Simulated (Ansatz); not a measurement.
Working through a single point in a Gaussian basis of C5H7Br, SMILES C/C=C/C=C/Br

Computed with Ansatz 0.2.0 through its Python package.

Notebook, run cell by cell (the value of a cell's last expression is shown):

```python
import json
import warnings

import ansatz
from ase import Atoms
import numpy as np
import pandas as pd
```

```python
warnings.simplefilter("ignore", ansatz.DeckWarning)

atoms = Atoms(["C", "C", "C", "C", "C", "Br", "H", "H", "H", "H", "H", "H", "H"], positions=[
    (-2.2273, 0.0239, 0.8305),
    (-0.7393, -0.1147, 0.8275),
    (0.0236, 0.0561, -0.2624),
    (1.4616, -0.0833, -0.2409),
    (2.225, 0.0865, -1.3263),
    (4.0727, -0.0854, -1.3312),
    (-2.5267, 0.8087, 1.5319),
    (-2.6221, 0.2805, -0.1576),
    (-2.6881, -0.9163, 1.1485),
    (-0.2841, -0.3695, 1.7823),
    (-0.4434, 0.3109, -1.212),
    (1.9272, -0.338, 0.7089),
    (1.821, 0.3406, -2.2994),
])
mol = ansatz.Crystal.molecule_from_ase(atoms)
```

```python
calc = (
    mol.calculation()
    .basis(gaussian="def2-SVP")
    .functional("r2scan")
    .forces()
)
print(calc.to_yaml())
done = calc.run(threads=1, pin="off")
rep = done.report
```

    crystal:
      periodic: [false, false, false]
      atoms:
        - { symbol: C, position_ang: [-2.2273, 0.0239, 0.8305] }
        - { symbol: C, position_ang: [-0.7393, -0.1147, 0.8275] }
        - { symbol: C, position_ang: [0.0236, 0.0561, -0.2624] }
        - { symbol: C, position_ang: [1.4616, -0.0833, -0.2409] }
        - { symbol: C, position_ang: [2.225, 0.0865, -1.3263] }
        - { symbol: Br, position_ang: [4.0727, -0.0854, -1.3312] }
        - { symbol: H, position_ang: [-2.5267, 0.8087, 1.5319] }
        - { symbol: H, position_ang: [-2.6221, 0.2805, -0.1576] }
        - { symbol: H, position_ang: [-2.6881, -0.9163, 1.1485] }
        - { symbol: H, position_ang: [-0.2841, -0.3695, 1.7823] }
        - { symbol: H, position_ang: [-0.4434, 0.3109, -1.212] }
        - { symbol: H, position_ang: [1.9272, -0.338, 0.7089] }
        - { symbol: H, position_ang: [1.821, 0.3406, -2.2994] }
    basis:
      gaussian:
        orbitals: def2-SVP
    hamiltonian:
      xc: r2scan
    output:
      forces: true

```python
type(done).__name__, type(rep).__name__
```

    ('RunOutcome', 'dict')

```python
print("reference energy %16.6f eV" % rep["reference_energy_ev"])
print("total energy     %16.6f eV" % rep["free_energy_ev"])
print("occupied orbitals outside the frozen core (up, down):", rep["n_occupied"], " frozen:", rep["n_frozen"], " virtual:", rep["n_virtual"])
```

    reference energy    -75328.684551 eV
    total energy        -75328.684551 eV
    occupied orbitals outside the frozen core (up, down): [36, 36]  frozen: 0  virtual: [101, 101]

```python
symbols = [site.symbol for site in mol.cartesian_sites]
forces = np.array(rep["forces_ev_ang"])
print("largest force", round(float(np.linalg.norm(forces, axis=1).max()), 4), "eV/A, rms", round(float(np.sqrt((forces ** 2).mean())), 4))
```

    largest force 0.8211 eV/A, rms 0.2493

```python
charges = rep["charge_distribution"]
table = pd.DataFrame({"atom": symbols, "mulliken": charges["mulliken_charges_e"], "lowdin": charges["lowdin_charges_e"]})
print(table.round(3).to_string())
print("dipole (e A):", np.round(charges["dipole_moment_e_ang"], 4) + 0.0)
with open("c5h7br.json", "w") as handle:
    json.dump({k: rep[k] for k in ("free_energy_ev", "reference_energy_ev", "n_occupied", "n_virtual")}, handle, indent=1)
```

       atom  mulliken  lowdin
    0     C     0.005   0.035
    1     C    -0.145  -0.034
    2     C    -0.011  -0.041
    3     C     0.048  -0.056
    4     C    -0.111  -0.193
    5    Br    -0.062   0.194
    6     H     0.053   0.015
    7     H     0.035   0.008
    8     H     0.053   0.015
    9     H     0.027   0.015
    10    H     0.012   0.019
    11    H     0.028   0.021
    12    H     0.067   0.001
    dipole (e A): [-0.415   0.0146  0.1089]

It writes `c5h7br.json`:
```json
{
 "free_energy_ev": -75328.68455149887,
 "reference_energy_ev": -75328.68455149887,
 "n_occupied": [
  36,
  36
 ],
 "n_virtual": [
  101,
  101
 ]
}
```

Total energies depend on the basis set; only differences at equal settings carry meaning. The geometry is a force-field or estimated start, not a minimum of this method, and the basis set is short of its limit. The Löwdin charges here are taken after orthogonalising the functions within each atom; they differ from plain Löwdin charges, and their signs can be unphysical. Finished in 12 s on 1 thread of Arm Neoverse V2 (shared host), peak memory 0.31 GiB.
